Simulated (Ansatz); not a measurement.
# Pt3Pb: response to equal strain of all cell vectors

How does Pt3Pb answer equal strain of all cell vectors between -3 and +3 %? At each strain the shape is held and the atoms relax, within the symmetry that is left.

Computed with Ansatz 0.2.0 (DFT r2SCAN, scalar-relativistic, plane waves, PAW, unless a step's input says otherwise).

2 further runs of the same task are left out: 2 set aside as unsound or not needed.

## (1) The starting structure

Symmetry: Pm-3m, No. 221, cubic system. The conventional cell has a = 4.093 Å, b = 4.093 Å, c = 4.093 Å, α = 90.00°, β = 90.00°, γ = 90.00°. Around Pt (site symmetry 4/mmm) lie 8 Pt at 2.89 Å and 4 Pb at 2.89 Å. Pb (site symmetry m-3m) is surrounded by 12 Pt at 2.89 Å.

Structure file:

```cif
data_structure
_symmetry_space_group_name_H-M 'P 1'
_symmetry_Int_Tables_number 1
_cell_length_a 4.0933
_cell_length_b 4.0933
_cell_length_c 4.0933
_cell_angle_alpha 90.000
_cell_angle_beta 90.000
_cell_angle_gamma 90.000
_cell_volume 68.59
loop_
_atom_site_label
_atom_site_type_symbol
_atom_site_fract_x
_atom_site_fract_y
_atom_site_fract_z
_atom_site_occupancy
Pt1 Pt 0.00000 0.50000 0.50000 1
Pt2 Pt 0.50000 0.00000 0.50000 1
Pt3 Pt 0.50000 0.50000 0.00000 1
Pb1 Pb 0.00000 0.00000 0.00000 1
```

It is the result of an earlier relaxation at this level (volume 17.15 Å³/atom; gap on the mesh: none (metal)).

## (2) The unstrained reference

Contents of input.yaml:

```yaml
crystal:
  lattice:
    - [4.0933448617, 0.0, 0.0]
    - [0.0, 4.0933448617, 0.0]
    - [0.0, 0.0, 4.0933448617]
  atoms:
    - { symbol: Pt, position: [0.0, 0.5, 0.5] }
    - { symbol: Pt, position: [0.5, 0.0, 0.5] }
    - { symbol: Pt, position: [0.5, 0.5, 0.0] }
    - { symbol: Pb, position: [0.0, 0.0, 0.0] }
basis:
  ecutwfc: 500
kpoints:
  mp_grid: { grid: [12, 12, 12] }
hamiltonian:
  xc: r2scan
scf:
  occupations: { method: gaussian, width: 0.1 }
output:
  forces: true
  stress: true
  eigenvalues: true
```

Command:

```console
$ ansatz run input.yaml --threads 1 --pin off --max-ram 2560MiB --backend cpu --events-out ev --progress --plain --runs-dir out
```

The session goes on with these runs: strain -1.0 %; strain +1.0 %; At -2.0 %; strain +2.0 %; the cell strained by -3.0 %; the cell strained by +3.0 %.

**Question.** What will these runs give? Wanted: (1/V) d²E/dε² at zero strain, cubic fit.

The runs gave:

```
                               quantity                    value
                    largest energy cost  95.7 meV/atom at -3.0 %
(1/V) d²E/dε² at zero strain, cubic fit                 1747 GPa
```

**Reading.** From the curvature follows nine times the bulk modulus at fixed shape: 1747 GPa. Compression by 3 % costs 95.7 meV/atom and stretching 72.5. Spin-orbit coupling is left out for Pb, Pt.
